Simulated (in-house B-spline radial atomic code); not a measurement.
# Er¹³⁺: ionisation energy by several methods

The task here is to estimate one member of a computed series from the others.

The numbers are computed with in-house B-spline radial atomic code version 1 (scalar-relativistic (X2C), several functionals, spin-polarised; spherical all-electron atom at the radial basis limit), except any that are marked as measured or tabulated.

## Starting point

```
element       : erbium (Z = 68)
charge        : +13
electrons     : 55
configuration : [Kr] 4d10 4f7 5s2
nucleus       : Fermi, rms radius 5.252 fm
```

The outer shells:

[Kr] 4d10 4f7 5s2
```
[Kr] core
4d [↑↓][↑↓][↑↓][↑↓][↑↓]
4f [↑ ][↑ ][↑ ][↑ ][↑ ][↑ ][↑ ]
5s [↑↓]
```

Where spins are not typed, each open shell is filled with up spins first.

The first run:

Settings of the run:

```ini
Z = 68
electrons = 55.0
configuration = [Kr] 4d10 4f7 5s2
hamiltonian = x2c
method = tpss,tpss
spin_polarised = True
nucleus = fermi
rms_radius = 5.2516
mass_number = 166
atomic_mass = 165.930301067
speed_of_light = 137.035999084
```

Among the steps run: TPSS; fractional-occupation HF; r2SCAN0; BLYP; OLYP; PBEsol; SCAN.

One table of the session follows, with a row left open; its other results are not shown here.

```
                  method  ΔSCF (eV)
                    BLYP     281.51
                    OLYP     280.59
                  PBEsol     280.84
                    TPSS     280.12
                    SCAN     279.28
                 r2SCAN0          ?
fractional-occupation HF     276.35
```

Q: Estimate the row for r2SCAN0 from the others.

As computed: ΔSCF (eV): 278.84. In the column «ΔSCF (eV)» it lies between fractional-occupation HF (276.35) and SCAN (279.28).
